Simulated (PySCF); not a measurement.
# CH5Ge2NO: the cost of one run

Computed with PySCF 2.14.0, with density-fitted response routines of our own, on a single molecule in the gas phase. Atoms are numbered from 0 throughout.

## Step 1: The starting structure

10 atoms, charge 0, multiplicity 1; geometry from: GFN2-xTB. The atoms were then displaced at random by about 0.01 Å, so the start is not that level's minimum.

Bonds of the start (Å): N0–C1 1.13, C1–Ge2 1.93, Ge2–O3 1.68, O3–Ge4 1.78, Ge2–H5 1.50, Ge2–H6 1.53, Ge4–H7 1.50, Ge4–H8 1.53, Ge4–H9 1.49.

## Step 2: Optimising the geometry at PBE0-D3(BJ)/def2-SVP

Job settings and geometry (Å):

```
{"job": {"xc": "PBE0", "basis": "def2-SVP", "d3": "d3bj", "grid": 1, "shake": 0.01, "kind": "geom"}, "charge": 0, "multiplicity": 1}
N      2.088540     2.396950    -0.359170
C      1.795050     1.306140    -0.416700
Ge     1.307380    -0.558890    -0.502150
O     -0.303560    -0.735120    -0.077310
Ge    -1.845970    -0.121790     0.556900
H      1.453590    -1.038120    -1.911870
H      2.146860    -1.313950     0.525370
H     -2.268930     1.006200    -0.336520
H     -1.590790     0.359320     1.989240
H     -2.731740    -1.321660     0.511150
```

Command:

```
$ OMP_NUM_THREADS=1 python probes_run.py task.json out
```

The driver reads the jobs from task.json and runs them one after another.

**Question.** How long does this first job take on 1 thread of Intel Xeon Platinum 8488C, shared host, and how much memory does it need?

About 63 s, with a peak of 0.56 GiB.
